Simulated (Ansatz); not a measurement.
# Ge2Sb2Te5: a stacking-fault curve

The task, for Ge2Sb2Te5: slide the crystal rigidly across a (0 0 1) plane.

Method: DFT PBEsol, scalar-relativistic, plane waves, PAW, in Ansatz 0.2.0.

2 further runs of the same task are left out: 2 set aside as unsound or not needed. Runs told in other sessions of the task aren't counted.

## 1. Starting point

The structure is trigonal, space group P-3m1 (No. 164). Conventional cell: a = 4.202 Å, b = 4.202 Å, c = 17.106 Å, α = 90.00°, β = 90.00°, γ = 120.00°. Around Ge (site symmetry 3m) lie 6 Te at 2.81 to 3.17 Å. Sb (site symmetry 3m) has 6 Te at 2.99 to 3.14 Å in its first shell of neighbours. Around Te (site symmetry -3m) lie 6 Sb at 3.14 Å. Around Te (site symmetry 3m) lie 3 Sb at 2.99 Å and 3 Ge at 3.17 Å. Te (site symmetry 3m) is surrounded by 3 Ge at 2.81 Å.

Coordinates:

```cif
data_structure
_symmetry_space_group_name_H-M 'P-3m1'
_symmetry_Int_Tables_number 164
_cell_length_a 4.2017
_cell_length_b 4.2017
_cell_length_c 17.1061
_cell_angle_alpha 90.000
_cell_angle_beta 90.000
_cell_angle_gamma 120.000
_cell_volume 261.54
loop_
_atom_site_label
_atom_site_type_symbol
_atom_site_symmetry_multiplicity
_atom_site_Wyckoff_symbol
_atom_site_fract_x
_atom_site_fract_y
_atom_site_fract_z
_atom_site_occupancy
Ge1 Ge 2 c 0.00000 0.00000 0.33811 1
Sb1 Sb 2 d 0.66667 0.33333 0.11669 1
Te1 Te 1 a 0.00000 0.00000 0.00000 1
Te2 Te 2 d 0.66667 0.33333 0.78106 1
Te3 Te 2 d 0.66667 0.33333 0.42068 1
```

It goes back to an entry of the Materials Project, which need not be the stable form.

It is the result of an earlier relaxation at this level (volume 29.06 Å³/atom; gap on the mesh: none (metal)).

## 2. The reference: the undisturbed cell on the scan's mesh

Input file input.yaml:

```yaml
crystal:
  lattice:
    - [-4.2017346381, 0.0, 0.0]
    - [-2.1008673191, -3.6388089366, 0.0]
    - [0.0, 0.0, 17.1060817248]
  atoms:
    - { symbol: Ge, position: [1.0, 1.0, 0.3381075964] }
    - { symbol: Ge, position: [0.0, 0.0, 0.6618924036] }
    - { symbol: Sb, position: [0.3333333333, 0.3333333333, 0.1166940753] }
    - { symbol: Sb, position: [0.6666666667, 0.6666666667, 0.8833059247] }
    - { symbol: Te, position: [0.0, 0.0, 0.0] }
    - { symbol: Te, position: [0.3333333333, 0.3333333333, 0.7810582649] }
    - { symbol: Te, position: [0.6666666667, 0.6666666667, 0.2189417351] }
    - { symbol: Te, position: [0.3333333333, 0.3333333333, 0.4206821737] }
    - { symbol: Te, position: [0.6666666667, 0.6666666667, 0.5793178263] }
basis:
  ecutwfc: 420
kpoints:
  mp_grid: { grid: [11, 11, 3] }
hamiltonian:
  xc: pbesol
scf:
  occupations: { method: gaussian, width: 0.15 }
output:
  forces: true
  stress: true
  eigenvalues: true
```

On the command line:

```console
> ansatz run input.yaml --threads 2 --pin off --max-ram 5120MiB --backend cpu --events-out ev --progress --plain --runs-dir out
```

Standard output (excerpt; [...] marks lines left out):

```text
Warning: RAYON_NUM_THREADS=2 ignored (pool sized by the plan → 2); use --threads N
[...]
Pseudopotentials: kind: paw
Pseudopotential: Ge, paw, valence charge 14, recommended cutoff 420 eV (normal), Ge.paw.azcp
Pseudopotential: Sb, paw, valence charge 15, recommended cutoff 420 eV (normal), Sb.paw.azcp
Pseudopotential: Te, paw, valence charge 16, recommended cutoff 420 eV (normal), Te.paw.azcp
Functional definition: PBEsol
[...]
Crystal: 9 atoms, lattice volume = 261.540 Å³
Basis set: ecut = 420 eV, 5019 PW (Γ), exchange–correlation on 60×60×240 points (8 copies of the dense FFT grid, shifted against one another)
Bands: 83, of which v1, the nominal top of the filled ones, is band 69 counted from 1 (68 counted from 0)
Symmetry: 12 space group operations
Space group: P-3m1 (ITA 164), of the structure as read, at distance tolerance 6.4e-5 Å
k-points: 42 of 363
[...]
SCF iter   1: F=—  HF=-55831.567098 eV  |F-HF|=—  |Δ(HF+E_count)|=         —  Δρ=2.86e-3  dr2=1.29e-1  ethr=1.77e-3  ⟨swp⟩=7.0  Hψ=13564  notcnv=0
[...]
SCF iter  10: F=-55831.545508 eV  HF=-55831.545508 eV  |F-HF|=1.14e-8  |Δ(HF+E_count)|=   7.32e-9  Δρ=1.96e-6  dr2=2.23e-8  ethr=7.25e-11  ⟨swp⟩=10.7  Hψ=15020  notcnv=0
[...]
SCF converged after 10 iterations
Free energy (F): -55831.545508 eV
[...]
E sigma→0 (E₀):  -55831.539476 eV
Entropy (-TS):   -0.012065 eV (-1.341 meV/atom)
Fermi energy:    9.846134 eV
[...]
--- Forces (eV/Å), atoms counted from 1 ---
  atom   1  Ge    -0.00000000    -0.00000000    -0.00398957
  atom   2  Ge    -0.00000000     0.00000000     0.00398957
  atom   3  Sb     0.00000000    -0.00000000    -0.00769619
  atom   4  Sb    -0.00000000     0.00000000     0.00769619
  atom   5  Te     0.00000000    -0.00000000     0.00000000
  atom   6  Te     0.00000000    -0.00000000    -0.00514146
  atom   7  Te    -0.00000000     0.00000000     0.00514146
  atom   8  Te    -0.00000000     0.00000000     0.00230701
[...]
--- Stress (GPa, compression-positive) ---
        0.004172       0.000000       0.000000
        0.000000       0.004172      -0.000000
        0.000000      -0.000000      -0.014483
  P = ⅓ Tr σ = -0.0020 GPa (-0.020 kbar)
--- Band table (eV; the first three rows and the last of 42) ---
[...]
```

Wall time 27 s (2 threads of Intel Xeon Platinum 8375C at 2.90GHz (Ice Lake), shared host); peak memory 1 GiB.

Reference values: F = -55831.5455 eV; pressure 0.00 GPa; largest force 0.008 eV/Å; gap on the mesh none (metal).

## 3. Next: a stacking-fault curve

The cut lies on the cell's a–b face, a (0 0 1) plane of area 15.29 Å², between layers 1.75 Å apart (Sb below, Te above); the cell is 17.1 Å thick. The cut runs through bonds; the cell's widest gap between layers lies elsewhere, and sliding there would cost far less. Vector c is tilted by f times 1·a + 1·b (length 7.278 Å) with the atoms' Cartesian places fixed: one unrelaxed fault per cell.

## 4. Point f = 0.167

Input file input.yaml:

```yaml
crystal:
  lattice:
    - [-4.2017346381, 0.0, 0.0]
    - [-2.1008673191, -3.6388089366, 0.0]
    - [-1.0506437463, -0.6065894497, 17.1060817248]
  atoms:
    - { symbol: Ge, position: [0.9716097237, 0.9716097237, 0.1703075964] }
    - { symbol: Ge, position: [-0.0823652037, -0.0823652037, 0.4940924036] }
    - { symbol: Sb, position: [0.175152691, 0.175152691, 0.9488940753] }
    - { symbol: Sb, position: [0.547391829, 0.547391829, 0.7155059247] }
    - { symbol: Te, position: [-0.13872774, -0.13872774, 0.8322] }
    - { symbol: Te, position: [0.2311031806, 0.2311031806, 0.6132582649] }
    - { symbol: Te, position: [0.6581413394, 0.6581413394, 0.0511417351] }
    - { symbol: Te, position: [0.291177875, 0.291177875, 0.2528821737] }
    - { symbol: Te, position: [0.598066645, 0.598066645, 0.4115178263] }
basis:
  ecutwfc: 420
kpoints:
  mp_grid: { grid: [11, 11, 3] }
hamiltonian:
  xc: pbesol
scf:
  occupations: { method: gaussian, width: 0.15 }
output:
  forces: true
  stress: true
  eigenvalues: true
```

On the command line:

```console
> ansatz run input.yaml --threads 2 --pin off --max-ram 5120MiB --backend cpu --events-out ev --progress --plain --runs-dir out
```

Standard output (excerpt; [...] marks lines left out):

```text
Warning: RAYON_NUM_THREADS=2 ignored (pool sized by the plan → 2); use --threads N
[...]
[... 5 set-up lines as earlier in the session ...]
[...]
Crystal: 9 atoms, lattice volume = 261.540 Å³
Basis set: ecut = 420 eV, 5025 PW (Γ), exchange–correlation on 60×60×240 points (8 copies of the dense FFT grid, shifted against one another)
Bands: 83, of which v1, the nominal top of the filled ones, is band 69 counted from 1 (68 counted from 0)
Symmetry: 2 space group operations
Space group: Cm (ITA 8), of the structure as read, at distance tolerance 6.4e-5 Å
k-points: 102 of 363 (time reversal used)
[...]
SCF converged after 10 iterations
Free energy (F): -55830.841670 eV
[...]
E sigma→0 (E₀):  -55830.828944 eV
Entropy (-TS):   -0.025453 eV (-2.828 meV/atom)
Fermi energy:    9.588791 eV
[...]
--- Forces (eV/Å), atoms counted from 1 ---
  atom   1  Ge     0.09559497     0.05519178     0.00641813
  atom   2  Ge    -0.02885318    -0.01665839     0.03153088
  atom   3  Sb    -0.10569625    -0.06102376    -1.30002262
  atom   4  Sb     0.02472488     0.01427492     0.24995544
  atom   5  Te    -0.11579009    -0.06685144    -0.41368977
  atom   6  Te     0.01465912     0.00846345    -0.14372823
  atom   7  Te     0.18929780     0.10929114     1.50967562
  atom   8  Te    -0.06397291    -0.03693478     0.08378327
[...]
--- Stress (GPa, compression-positive) ---
        0.196635      -0.792406       0.685152
       -0.792406       1.111627       0.395573
        0.685152       0.395573       2.102721
  P = ⅓ Tr σ = 1.1370 GPa (11.370 kbar)
--- Band table (eV; the first three rows and the last of 102) ---
[...]
```

Wall time 94 s (2 threads of Intel Xeon Platinum 8375C at 2.90GHz (Ice Lake), shared host); peak memory 1.7 GiB.

## 5. At f = 0.333

Input file input.yaml:

```yaml
crystal:
  lattice:
    - [-4.2017346381, 0.0, 0.0]
    - [-2.1008673191, -3.6388089366, 0.0]
    - [-2.1006572323, -1.2128150185, 17.1060817248]
  atoms:
    - { symbol: Ge, position: [0.9432364781, 0.9432364781, 0.1703075964] }
    - { symbol: Ge, position: [-0.1646809981, -0.1646809981, 0.4940924036] }
    - { symbol: Sb, position: [0.017066938, 0.017066938, 0.9488940753] }
    - { symbol: Sb, position: [0.428188542, 0.428188542, 0.7155059247] }
    - { symbol: Te, position: [-0.27737226, -0.27737226, 0.8322] }
    - { symbol: Te, position: [0.1289343536, 0.1289343536, 0.6132582649] }
    - { symbol: Te, position: [0.6496211264, 0.6496211264, 0.0511417351] }
    - { symbol: Te, position: [0.2490477048, 0.2490477048, 0.2528821737] }
    - { symbol: Te, position: [0.5295077752, 0.5295077752, 0.4115178263] }
basis:
  ecutwfc: 420
kpoints:
  mp_grid: { grid: [11, 11, 3] }
hamiltonian:
  xc: pbesol
scf:
  occupations: { method: gaussian, width: 0.15 }
output:
  forces: true
  stress: true
  eigenvalues: true
```

On the command line:

```console
> ansatz run input.yaml --threads 2 --pin off --max-ram 5120MiB --backend cpu --events-out ev --progress --plain --runs-dir out
```

Standard output (excerpt; [...] marks lines left out):

```text
[...]
SCF converged after 11 iterations
Free energy (F): -55831.095230 eV
[...]
E sigma→0 (E₀):  -55831.086939 eV
Entropy (-TS):   -0.016580 eV (-1.842 meV/atom)
Fermi energy:    9.793793 eV
[...]
--- Forces (eV/Å), atoms counted from 1 ---
  atom   1  Ge     0.00032886     0.00018987     0.10696254
  atom   2  Ge     0.00045574     0.00026312     0.01976841
  atom   3  Sb     0.00166938     0.00096382    -0.15841467
  atom   4  Sb     0.00085874     0.00049579     0.02771545
  atom   5  Te    -0.00085139    -0.00049155    -0.43473426
  atom   6  Te    -0.00042062    -0.00024284    -0.03672895
  atom   7  Te    -0.00108817    -0.00062826     0.29837339
  atom   8  Te     0.00034487     0.00019911     0.21192228
[...]
--- Stress (GPa, compression-positive) ---
       -0.269425       0.005325      -0.000916
        0.005325      -0.275574      -0.000529
       -0.000916      -0.000529       1.751182
  P = ⅓ Tr σ = 0.4021 GPa (4.021 kbar)
--- Band table (eV; the first three rows and the last of 102) ---
[...]
```

Run time: 96 s. Hardware: 2 threads of Intel Xeon Platinum 8375C at 2.90GHz (Ice Lake), shared host; peak memory 1.7 GiB.

## 6. At f = 0.500

Input file input.yaml:

```yaml
crystal:
  lattice:
    - [-4.2017346381, 0.0, 0.0]
    - [-2.1008673191, -3.6388089366, 0.0]
    - [-3.1513009786, -1.8194044683, 17.1060817248]
  atoms:
    - { symbol: Ge, position: [0.9148462018, 0.9148462018, 0.1703075964] }
    - { symbol: Ge, position: [-0.2470462018, -0.2470462018, 0.4940924036] }
    - { symbol: Sb, position: [-0.1411137043, -0.1411137043, 0.9488940753] }
    - { symbol: Sb, position: [0.3089137043, 0.3089137043, 0.7155059247] }
    - { symbol: Te, position: [-0.4161, -0.4161, 0.8322] }
    - { symbol: Te, position: [0.0267042009, 0.0267042009, 0.6132582649] }
    - { symbol: Te, position: [0.6410957991, 0.6410957991, 0.0511417351] }
    - { symbol: Te, position: [0.2068922465, 0.2068922465, 0.2528821737] }
    - { symbol: Te, position: [0.4609077535, 0.4609077535, 0.4115178263] }
basis:
  ecutwfc: 420
kpoints:
  mp_grid: { grid: [11, 11, 3] }
hamiltonian:
  xc: pbesol
scf:
  occupations: { method: gaussian, width: 0.15 }
output:
  forces: true
  stress: true
  eigenvalues: true
```

On the command line:

```console
> ansatz run input.yaml --threads 2 --pin off --max-ram 5120MiB --backend cpu --events-out ev --progress --plain --runs-dir out
```

Standard output (excerpt; [...] marks lines left out):

```text
Warning: RAYON_NUM_THREADS=2 ignored (pool sized by the plan → 2); use --threads N
[...]
[... 5 set-up lines as earlier in the session ...]
[...]
Crystal: 9 atoms, lattice volume = 261.540 Å³
Basis set: ecut = 420 eV, 5023 PW (Γ), exchange–correlation on 60×60×240 points (8 copies of the dense FFT grid, shifted against one another)
Bands: 83, of which v1, the nominal top of the filled ones, is band 69 counted from 1 (68 counted from 0)
[... 2 set-up lines as earlier in the session ...]
k-points: 102 of 363 (time reversal used)
[...]
SCF converged after 10 iterations
Free energy (F): -55827.443337 eV
[...]
E sigma→0 (E₀):  -55827.431619 eV
Entropy (-TS):   -0.023436 eV (-2.604 meV/atom)
Fermi energy:    9.603690 eV
[...]
--- Forces (eV/Å), atoms counted from 1 ---
  atom   1  Ge     0.02477917     0.01430626     0.19247636
  atom   2  Ge     0.00071793     0.00041450     0.07423997
  atom   3  Sb    -7.48071161    -4.31899086   -12.48529402
  atom   4  Sb     0.15488488     0.08942283     0.33420798
  atom   5  Te    -0.36264416    -0.20937270    -0.82133119
  atom   6  Te    -0.09468800    -0.05466814    -0.17470606
  atom   7  Te     7.88607624     4.55302824    12.86671337
  atom   8  Te    -0.07355182    -0.04246516     0.03678024
[...]
--- Stress (GPa, compression-positive) ---
        4.852461       2.497441       8.933881
        2.497441       1.968665       5.157979
        8.933881       5.157979      14.883606
  P = ⅓ Tr σ = 7.2349 GPa (72.349 kbar)
--- Band table (eV; the first three rows and the last of 102) ---
[...]
```

Wall time 93 s (2 threads of Intel Xeon Platinum 8375C at 2.90GHz (Ice Lake), shared host); peak memory 1.7 GiB.

## 7. Point f = 0.667

Input file input.yaml:

```yaml
crystal:
  lattice:
    - [-4.2017346381, 0.0, 0.0]
    - [-2.1008673191, -3.6388089366, 0.0]
    - [-4.2019447249, -2.425993918, 17.1060817248]
  atoms:
    - { symbol: Ge, position: [0.8864559255, 0.8864559255, 0.1703075964] }
    - { symbol: Ge, position: [-0.3294114055, -0.3294114055, 0.4940924036] }
    - { symbol: Sb, position: [-0.2992943467, -0.2992943467, 0.9488940753] }
    - { symbol: Sb, position: [0.1896388667, 0.1896388667, 0.7155059247] }
    - { symbol: Te, position: [-0.55482774, -0.55482774, 0.8322] }
    - { symbol: Te, position: [-0.0755259519, -0.0755259519, 0.6132582649] }
    - { symbol: Te, position: [0.6325704719, 0.6325704719, 0.0511417351] }
    - { symbol: Te, position: [0.1647367881, 0.1647367881, 0.2528821737] }
    - { symbol: Te, position: [0.3923077319, 0.3923077319, 0.4115178263] }
basis:
  ecutwfc: 420
kpoints:
  mp_grid: { grid: [11, 11, 3] }
hamiltonian:
  xc: pbesol
scf:
  occupations: { method: gaussian, width: 0.15 }
output:
  forces: true
  stress: true
  eigenvalues: true
```

On the command line:

```console
> ansatz run input.yaml --threads 2 --pin off --max-ram 5120MiB --backend cpu --events-out ev --progress --plain --runs-dir out
```

Standard output (excerpt; [...] marks lines left out):

```text
Warning: RAYON_NUM_THREADS=2 ignored (pool sized by the plan → 2); use --threads N
[...]
[... 5 set-up lines as earlier in the session ...]
[...]
Crystal: 9 atoms, lattice volume = 261.540 Å³
Basis set: ecut = 420 eV, 5013 PW (Γ), exchange–correlation on 60×60×240 points (8 copies of the dense FFT grid, shifted against one another)
Bands: 83, of which v1, the nominal top of the filled ones, is band 69 counted from 1 (68 counted from 0)
[... 2 set-up lines as earlier in the session ...]
k-points: 102 of 363 (time reversal used)
[...]
SCF converged after 9 iterations
Free energy (F): -55814.327020 eV
[...]
E sigma→0 (E₀):  -55814.316331 eV
Entropy (-TS):   -0.021378 eV (-2.375 meV/atom)
Fermi energy:    9.809976 eV
[...]
--- Forces (eV/Å), atoms counted from 1 ---
  atom   1  Ge     0.00028197     0.00016280     0.47215548
  atom   2  Ge    -0.00005201    -0.00003003     0.14694071
  atom   3  Sb     0.00472778     0.00272958   -62.58803649
  atom   4  Sb    -0.00105867    -0.00061122     0.47041441
  atom   5  Te     0.00169100     0.00097630    -0.80495353
  atom   6  Te     0.00086391     0.00049878    -0.35152116
  atom   7  Te    -0.00568404    -0.00328168    62.80746039
  atom   8  Te    -0.00047973    -0.00027697    -0.06950742
[...]
--- Stress (GPa, compression-positive) ---
        0.437528      -0.003586      -0.013880
       -0.003586       0.441669      -0.008014
       -0.013880      -0.008014      68.814261
  P = ⅓ Tr σ = 23.2312 GPa (232.312 kbar)
--- Band table (eV; the first three rows and the last of 102) ---
[...]
```

It took 98 s on 2 threads of Intel Xeon Platinum 8375C at 2.90GHz (Ice Lake), shared host; peak memory 1.7 GiB.

## 8. Point f = 0.833

Input file input.yaml:

```yaml
crystal:
  lattice:
    - [-4.2017346381, 0.0, 0.0]
    - [-2.1008673191, -3.6388089366, 0.0]
    - [-5.2519582109, -3.0322194868, 17.1060817248]
  atoms:
    - { symbol: Ge, position: [0.8580826799, 0.8580826799, 0.1703075964] }
    - { symbol: Ge, position: [-0.4117271999, -0.4117271999, 0.4940924036] }
    - { symbol: Sb, position: [-0.4573800996, -0.4573800996, 0.9488940753] }
    - { symbol: Sb, position: [0.0704355796, 0.0704355796, 0.7155059247] }
    - { symbol: Te, position: [-0.69347226, -0.69347226, 0.8322] }
    - { symbol: Te, position: [-0.1776947788, -0.1776947788, 0.6132582649] }
    - { symbol: Te, position: [0.6240502588, 0.6240502588, 0.0511417351] }
    - { symbol: Te, position: [0.122606618, 0.122606618, 0.2528821737] }
    - { symbol: Te, position: [0.323748862, 0.323748862, 0.4115178263] }
basis:
  ecutwfc: 420
kpoints:
  mp_grid: { grid: [11, 11, 3] }
hamiltonian:
  xc: pbesol
scf:
  occupations: { method: gaussian, width: 0.15 }
output:
  forces: true
  stress: true
  eigenvalues: true
```

On the command line:

```console
> ansatz run input.yaml --threads 2 --pin off --max-ram 5120MiB --backend cpu --events-out ev --progress --plain --runs-dir out
```

Standard output (excerpt; [...] marks lines left out):

```text
Warning: RAYON_NUM_THREADS=2 ignored (pool sized by the plan → 2); use --threads N
[...]
[... 5 set-up lines as earlier in the session ...]
[...]
Crystal: 9 atoms, lattice volume = 261.540 Å³
Basis set: ecut = 420 eV, 5025 PW (Γ), exchange–correlation on 60×60×250 points (8 copies of the dense FFT grid, shifted against one another)
Bands: 83, of which v1, the nominal top of the filled ones, is band 69 counted from 1 (68 counted from 0)
[... 2 set-up lines as earlier in the session ...]
k-points: 102 of 363 (time reversal used)
[...]
SCF converged after 11 iterations
Free energy (F): -55827.542266 eV
[...]
E sigma→0 (E₀):  -55827.528766 eV
Entropy (-TS):   -0.027000 eV (-3.000 meV/atom)
Fermi energy:    9.560955 eV
[...]
--- Forces (eV/Å), atoms counted from 1 ---
  atom   1  Ge    -0.10964696    -0.06330470     0.19658003
  atom   2  Ge     0.01772584     0.01023402     0.05625735
  atom   3  Sb     7.40321544     4.27424843   -12.47406665
  atom   4  Sb    -0.25661634    -0.14815751     0.37192386
  atom   5  Te     0.66878038     0.38612053    -0.75534534
  atom   6  Te     0.11916667     0.06880091    -0.18401172
  atom   7  Te    -7.95440005    -4.59247501    12.79076945
  atom   8  Te     0.06095731     0.03519372     0.00935337
[...]
--- Stress (GPa, compression-positive) ---
        5.572736       3.873979      -9.900894
        3.873979       1.099450      -5.716284
       -9.900894      -5.716284      14.705122
  P = ⅓ Tr σ = 7.1258 GPa (71.258 kbar)
--- Band table (eV; the first three rows and the last of 102) ---
[...]
```

It took 90 s on 2 threads of Intel Xeon Platinum 8375C at 2.90GHz (Ice Lake), shared host; peak memory 1.7 GiB.

## 9. All points together

Collected from the runs (energy zero: the undisturbed cell):

| f | γ (mJ/m²) | shear traction (GPa) |
| --- | --- | --- |
| 0.000 | 0 | 0.0 |
| 0.167 | 738 | 3.0 |
| 0.333 | 472 | 0.0 |
| 0.500 | 4299 | 94.8 |
| 0.667 | 18043 | -0.1 |
| 0.833 | 4195 | -97.2 |

## 10. Outcome

```
                      quantity                     value
  highest fault energy sampled  18043 mJ/m² at f = 0.667
largest shear traction sampled                  97.2 GPa
```

**Reading.** Of the points run, the one at f = 0.667 is highest, 18043 mJ/m². A dip at f = 0.333 (472 mJ/m²) marks a possible metastable fault. Nothing is relaxed, so these energies are upper bounds; letting the layers move apart would lower them. The runs treat Sb, Te without spin-orbit coupling. Where forces pass 15 eV/Å atoms stand far too close, the PAW spheres overlap strongly and those numbers are rough.
